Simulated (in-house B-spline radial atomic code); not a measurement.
**Pt⁹⁺: binding energies from hole states**

How tightly is each shell of Pt⁹⁺ bound, and how much do the other electrons relax when one leaves?

The numbers are computed with in-house B-spline radial atomic code version 1 (Dirac-Hartree-Fock, average of configuration, Fermi nucleus, basis-set limit), except any that are marked as measured or tabulated.

## (1) Starting point

```
element       : platinum (Z = 78)
charge        : +9
electrons     : 69
configuration : [Xe] 4f14 5d1
Hamiltonian   : Dirac-Coulomb
nucleus       : Fermi, rms radius 5.427 fm
```

Outer shells as boxes (Hund's rule):

[Xe] 4f14 5d1
```
[Xe] core
4f [↑↓][↑↓][↑↓][↑↓][↑↓][↑↓][↑↓]
5d [↑ ][  ][  ][  ][  ]
```

The boxes draw the filling by Hund's rule, which heavy ions in jj coupling don't follow; these runs average over all states of the configuration.

Input settings:

```ini
Z = 78
electrons = 69.0
configuration = [Xe] 4f14 5d1
hamiltonian = dirac
method = hf
spin_polarised = False
nucleus = fermi
rms_radius = 5.427
mass_number = 195
atomic_mass = 194.964794325
speed_of_light = 137.035999084
```

From the earlier run of the reference: total energy -18414.512590 hartree. Levels, eight at most:

| orbital | occupation | energy (eV) | <r> (bohr) |
| --- | --- | --- | --- |
| 4d5/2 | 6 | -486.60 | 0.4717 |
| 5s1/2 | 2 | -260.98 | 0.9301 |
| 4f5/2 | 6 | -240.82 | 0.5019 |
| 4f7/2 | 8 | -237.17 | 0.5085 |
| 5p1/2 | 2 | -218.02 | 0.9862 |
| 5p3/2 | 4 | -200.21 | 1.056 |
| 5d3/2 | 0.4 | -144.30 | 1.230 |
| 5d5/2 | 0.6 | -141.97 | 1.254 |

## (2) The 3d3/2 hole

In configurations, a minus sign after the shell means j = l − 1/2 and a plus sign j = l + 1/2; the count of electrons follows.

Input settings:

```ini
Z = 78
electrons = 68.0
configuration = 1s2 2s2 2p6 3s2 3p6 3d-3 3d+6 4s2 4p6 4d10 4f14 5s2 5p6 5d1
hamiltonian = dirac
method = hf
spin_polarised = False
nucleus = fermi
rms_radius = 5.427
mass_number = 195
atomic_mass = 194.964794325
speed_of_light = 137.035999084
```

## (3) The 3d5/2 hole

The settings differ from step 2 so:

```diff
@@ -2,3 +2,3 @@
 electrons = 68.0
-configuration = 1s2 2s2 2p6 3s2 3p6 3d-3 3d+6 4s2 4p6 4d10 4f14 5s2 5p6 5d1
+configuration = 1s2 2s2 2p6 3s2 3p6 3d-4 3d+5 4s2 4p6 4d10 4f14 5s2 5p6 5d1
 hamiltonian = dirac
```

## (4) The 4s hole

The settings differ from step 3 so:

```diff
@@ -2,3 +2,3 @@
 electrons = 68.0
-configuration = 1s2 2s2 2p6 3s2 3p6 3d-4 3d+5 4s2 4p6 4d10 4f14 5s2 5p6 5d1
+configuration = 1s2 2s2 2p6 3s2 3p6 3d10 4s1 4p6 4d10 4f14 5s2 5p6 5d1
 hamiltonian = dirac
```

## (5) The 4p1/2 hole

The settings differ from step 4 so:

```diff
@@ -2,3 +2,3 @@
 electrons = 68.0
-configuration = 1s2 2s2 2p6 3s2 3p6 3d10 4s1 4p6 4d10 4f14 5s2 5p6 5d1
+configuration = 1s2 2s2 2p6 3s2 3p6 3d10 4s2 4p-1 4p+4 4d10 4f14 5s2 5p6 5d1
 hamiltonian = dirac
```

## (6) The 4p3/2 hole

The settings differ from step 5 so:

```diff
@@ -2,3 +2,3 @@
 electrons = 68.0
-configuration = 1s2 2s2 2p6 3s2 3p6 3d10 4s2 4p-1 4p+4 4d10 4f14 5s2 5p6 5d1
+configuration = 1s2 2s2 2p6 3s2 3p6 3d10 4s2 4p-2 4p+3 4d10 4f14 5s2 5p6 5d1
 hamiltonian = dirac
```

## (7) The 4d3/2 hole

The settings differ from step 6 so:

```diff
@@ -2,3 +2,3 @@
 electrons = 68.0
-configuration = 1s2 2s2 2p6 3s2 3p6 3d10 4s2 4p-2 4p+3 4d10 4f14 5s2 5p6 5d1
+configuration = 1s2 2s2 2p6 3s2 3p6 3d10 4s2 4p6 4d-3 4d+6 4f14 5s2 5p6 5d1
 hamiltonian = dirac
```

## (8) The 4d5/2 hole

The settings differ from step 7 so:

```diff
@@ -2,3 +2,3 @@
 electrons = 68.0
-configuration = 1s2 2s2 2p6 3s2 3p6 3d10 4s2 4p6 4d-3 4d+6 4f14 5s2 5p6 5d1
+configuration = 1s2 2s2 2p6 3s2 3p6 3d10 4s2 4p6 4d-4 4d+5 4f14 5s2 5p6 5d1
 hamiltonian = dirac
```

Before running: What does each hole state cost in eV, and how does that compare with the orbital energies or single holes?

As calculated:

| hole | ΔSCF (eV) | with Breit, QED, recoil (eV) | −ε of the parent (eV) | −ε less ΔSCF (eV) |
| --- | --- | --- | --- | --- |
| 3d3/2 | 2371.32 | 2367.43 | 2399.79 | 28.47 |
| 3d5/2 | 2289.56 | 2286.99 | 2317.35 | 27.79 |
| 4s | 896.44 | 894.00 | 905.26 | 8.82 |
| 4p1/2 | 779.90 | 777.78 | 788.64 | 8.74 |
| 4p3/2 | 687.94 | 686.83 | 695.55 | 7.61 |
| 4d3/2 | 496.68 | 496.17 | 504.16 | 7.49 |
| 4d5/2 | 479.47 | 479.25 | 486.60 | 7.13 |

What this shows: Every ΔSCF value lies below −ε, since the other electrons relax into the hole: by 28.5 eV for 3d3/2 and 7.13 eV for 4d5/2. The spin-orbit splitting of the 3d hole is 80.43 eV with those corrections. Two partly filled shells share a symmetry and can mix in the average, which may lower the energy, in these hole states: 3d3/2; 3d5/2; 4d3/2; 4d5/2. Values are for the free ion, measured from the vacuum level.
